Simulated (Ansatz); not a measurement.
# CH2GeN (SMILES N#[C][GeH2]): RPA@PBE0/def2-SVPD

What is the electronic atomisation energy of CH2GeN at RPA@PBE0/def2-SVPD? 

The calculation is run with Ansatz 0.2.0.

57 further runs of the same task are left out: 57 set aside as unsound or not needed.

### 1 The system as given

The species is CH2GeN (5 atoms), meant as a doublet with charge 0. As SMILES, `N#[C][GeH2]`. The coordinates come from a PBE0-D4/def2-TZVP relaxation.

Bond lengths: N1–C2 1.154 Å, C2–Ge3 1.912 Å, Ge3–H4 1.534 Å, Ge3–H5 1.534 Å. Angles: N1–C2–Ge3 175.5°, C2–Ge3–H4 108.2°, C2–Ge3–H5 108.2°, H4–Ge3–H5 114.7°.

### 2 The energy at RPA@PBE0/def2-SVPD

File job.yaml:

```yaml
crystal:
  periodic: [false, false, false]
  atoms:
    - {symbol: "N", position_ang: [1.590700, -1.029300, 1.293200]}
    - {symbol: C, position_ang: [0.838400, -0.535900, 0.570400]}
    - {symbol: Ge, position_ang: [-0.315900, 0.241400, -0.740100]}
    - {symbol: H, position_ang: [-1.658900, -0.498000, -0.695900]}
    - {symbol: H, position_ang: [-0.404300, 1.748400, -0.468900]}
basis:
  gaussian:
    orbitals: def2-SVPD
total_charge: 0
hamiltonian:
  xc: {name: PBE0}
correlation:
  method: rpa
  frozen_orbitals: {C: 1, Ge: 9, H: 0, "N": 1}
magnetization:
  spin_polarized: true
  initial_magnetization: 1
accuracy: high
```

Command:

```console
ansatz run job.yaml --threads 1 --pin off --max-ram 3480MiB --events-out events.jsonl --progress --plain --runs-dir runs
```

What it wrote:

```text
Warning: RAYON_NUM_THREADS=1 ignored (pool sized by the plan → 1); use --threads N
Functional definition: PBE0
  name "PBE0"
  parameter a = 0.25
  parameter kappa = 0.804
  parameter beta = 0.06672455060314922
  exchange = (1 - a)*pbe_x(kappa = kappa, mu = beta*pi^2/3) + a*exact_x
  correlation = pbe_c(beta = beta)
1836 factors; integrals over basis functions are off by at most 4.0e-9 eV
mean field evaluation 1: about -59052.0023 eV, gradient 3.0e1 eV
mean field evaluation 2: about -59052.1615 eV, gradient 3.0e1 eV
mean field evaluation 4: about -59055.5890 eV, gradient 1.5e1 eV
mean field evaluation 8: about -59056.7073 eV, gradient 7.5e-1 eV
mean field evaluation 16: about -59056.7120 eV, gradient 1.2e-3 eV
mean field evaluation 32: about -59050.7538 eV, gradient 1.4e1 eV
mean field -59056.71195772 eV, -2170.2941343690 hartree, gradient 7.4e-8 eV, S^2 0.753788; 0 other end points of the search recorded, 0 dependent functions left out
11 core orbitals not correlated: weight in the atoms' cores, before any rotation towards them, 1.000 or more for the frozen orbitals, at most 0.000 for the correlated occupied ones
reference -59006.58413469 eV, -2168.4519708505 hartree; 13, 12 occupied and 70, 71 virtual orbitals, 1836 factors
Total energy: -59025.57433759 eV, -2169.1498479352 hartree
```

Wall time 21 s (1 thread of Arm Neoverse V2, shared host); peak memory 0.41 GiB.

### 3 The C atom

File molecule.yaml:

```yaml
crystal:
  periodic: [false, false, false]
  atoms:
    - {symbol: C, position_ang: [0.000000, 0.000000, 0.000000]}
basis:
  gaussian: {orbitals: def2-SVPD}
accuracy: high
correlation: {method: rpa, frozen_orbitals: {C: 1}}
hamiltonian: {xc: {name: PBE0}}
magnetization: {spin_polarized: true, initial_magnetization: 2}
```

Run the same way, it converges to -37.75943 Eh (log not shown).

### 4 The Ge atom

File in.yaml:

```yaml
crystal:
  periodic: [false, false, false]
  atoms:
    - {symbol: Ge, position_ang: [0.000000, 0.000000, 0.000000]}
basis:
  gaussian:
    orbitals: def2-SVPD
magnetization:
  spin_polarized: true
  initial_magnetization: 2
hamiltonian:
  xc: pbe0
correlation:
  method: rpa
  frozen_orbitals: {Ge: 9}
accuracy: high
```

Run the same way, it converges to -2075.28996 Eh (log not shown).

### 5 The H atom at the same level

File input.yaml:

```yaml
crystal:
  periodic: [false, false, false]
  atoms:
    - {symbol: H, position_ang: [0.000000, 0.000000, 0.000000]}
basis:
  gaussian:
    orbitals: def2-SVPD
magnetization:
  spin_polarized: true
  initial_magnetization: 1
hamiltonian:
  xc: {name: PBE0}
correlation:
  method: rpa
  frozen_orbitals: {H: 0}
accuracy: high
```

Run the same way, it converges to -0.51299 Eh (log not shown).

### 6 The N atom, same level

File job.yaml:

```yaml
basis:
  gaussian: {orbitals: def2-SVPD}
crystal:
  periodic: [false, false, false]
  atoms:
    - symbol: N
      position_ang: [0.000000, 0.000000, 0.000000]
magnetization: {spin_polarized: true, initial_magnetization: 3}
hamiltonian: {xc: pbe0}
correlation: {method: rpa, frozen_orbitals: {"N": 1}}
accuracy: high
```

Run the same way, it converges to -54.47199 Eh (log not shown).

### 7 Summary of results

Level: RPA@PBE0/def2-SVPD, 11 core orbitals frozen.

```
                                   quantity           value
                     molecule: total energy  -2169.14985 Eh
 molecule: RPA correlation energy (valence)      -697.9 mEh
molecule: ⟨S²⟩ of the reference determinant           0.754
                       C atom: total energy    -37.75943 Eh
   C atom: RPA correlation energy (valence)      -114.7 mEh
  C atom: ⟨S²⟩ of the reference determinant           2.004
                      Ge atom: total energy  -2075.28996 Eh
  Ge atom: RPA correlation energy (valence)      -238.6 mEh
 Ge atom: ⟨S²⟩ of the reference determinant           2.003
                       H atom: total energy     -0.51299 Eh
             H atom: RPA correlation energy       -13.7 mEh
  H atom: ⟨S²⟩ of the reference determinant           0.750
                       N atom: total energy    -54.47199 Eh
   N atom: RPA correlation energy (valence)      -135.7 mEh
  N atom: ⟨S²⟩ of the reference determinant           3.753
              electronic atomisation energy       16.394 eV
```

In words: Taking the molecule apart into free atoms costs 16.39 eV (378 kcal/mol), before zero-point energy and without spin-orbit coupling.
